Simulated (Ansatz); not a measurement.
# Hf4N: the cost of one run

Method: DFT PBE+D3(BJ), scalar-relativistic, plane waves, PAW, in Ansatz 0.2.0.

1 further run of the same task is left out (set aside as unsound or not needed). Runs told in other sessions of the task aren't counted.

### 1 Starting point

The structure is hexagonal, space group P6_3/mmc (No. 194). Conventional cell: a = 3.171 Å, b = 3.171 Å, c = 5.017 Å, α = 90.00°, β = 90.00°, γ = 120.00°. Around Hf (site symmetry -6m2) lie 12 Hf at 3.11 to 3.17 Å.

As a file:

```cif
data_structure
_symmetry_space_group_name_H-M 'P6_3/mmc'
_symmetry_Int_Tables_number 194
_cell_length_a 3.1712
_cell_length_b 3.1712
_cell_length_c 5.0168
_cell_angle_alpha 90.000
_cell_angle_beta 90.000
_cell_angle_gamma 120.000
_cell_volume 43.69
loop_
_atom_site_label
_atom_site_type_symbol
_atom_site_symmetry_multiplicity
_atom_site_Wyckoff_symbol
_atom_site_fract_x
_atom_site_fract_y
_atom_site_fract_z
_atom_site_occupancy
Hf1 Hf 2 c 0.33333 0.66667 0.25000 1
```

This cell was relaxed beforehand with the same method: volume 21.85 Å³/atom, gap on the mesh none (metal).

### 2 The grid

Atoms count from 1 in the order of the input.

N2 is moved over the surface cell at a fixed height above a rigid substrate; the origin of the map has the adsorbate above Hf7; the height is held at 3.60 Å.

The axes are (1) position of N9 along the first surface vector, from above Hf7: 4 values from 0.00 to 0.75, periodic; (2) position of N9 along the second surface vector, from above Hf7: 4 values from 0.00 to 0.75, periodic.

Nothing else is relaxed. Points are written as (first, second).

The two vectors of the plane (Å): (3.171, 0.000, 0.000); (0.000, 5.017, 0.000).

### 3 The run at (0/4, 0/4) of the map's two axes

A dipole layer in the vacuum cancels the field that periodic copies would set up if the slab's two faces differ.

input.yaml reads:

```yaml
crystal:
  lattice:
    - [6.3423521406, 0.0, 0.0]
    - [0.0, 5.0167614026, 0.0]
    - [0.0, 0.0, 22.166520141]
  atoms:
    - { symbol: Hf, position: [0.0, 0.75, 0.1804523206] }
    - { symbol: Hf, position: [0.5, 0.75, 0.1804523206] }
    - { symbol: Hf, position: [0.25, 0.25, 0.2217506242] }
    - { symbol: Hf, position: [0.75, 0.25, 0.2217506242] }
    - { symbol: Hf, position: [0.25, 0.75, 0.2964821324] }
    - { symbol: Hf, position: [0.75, 0.75, 0.2964821324] }
    - { symbol: Hf, position: [0.0, 0.25, 0.3368377216] }
    - { symbol: Hf, position: [0.5, 0.25, 0.3368377216] }
    - { symbol: "N", position: [0.0, 0.25, 0.4992448102] }
    - { symbol: "N", position: [0.0, 0.25, 0.5488691984] }
basis:
  ecutwfc: 420
kpoints:
  mp_grid: { grid: [4, 6, 1] }
hamiltonian:
  xc: pbe
  dispersion: d3bj
scf:
  occupations: { method: gaussian, width: 0.1 }
output:
  forces: true
  eigenvalues: true
efield:
  axis: 3
  dipole_correction: true
  ramp_width: 0.04
```

On the command line:

```bash
$ ansatz run input.yaml --threads 4 --pin off --max-ram 12288MiB --backend cpu --events-out ev --progress --plain --runs-dir out
```

**Question.** How long does this run take on 4 threads of Arm Neoverse N1, shared host, and how much memory does it need?

About 53 s, with a peak of 2.2 GiB.
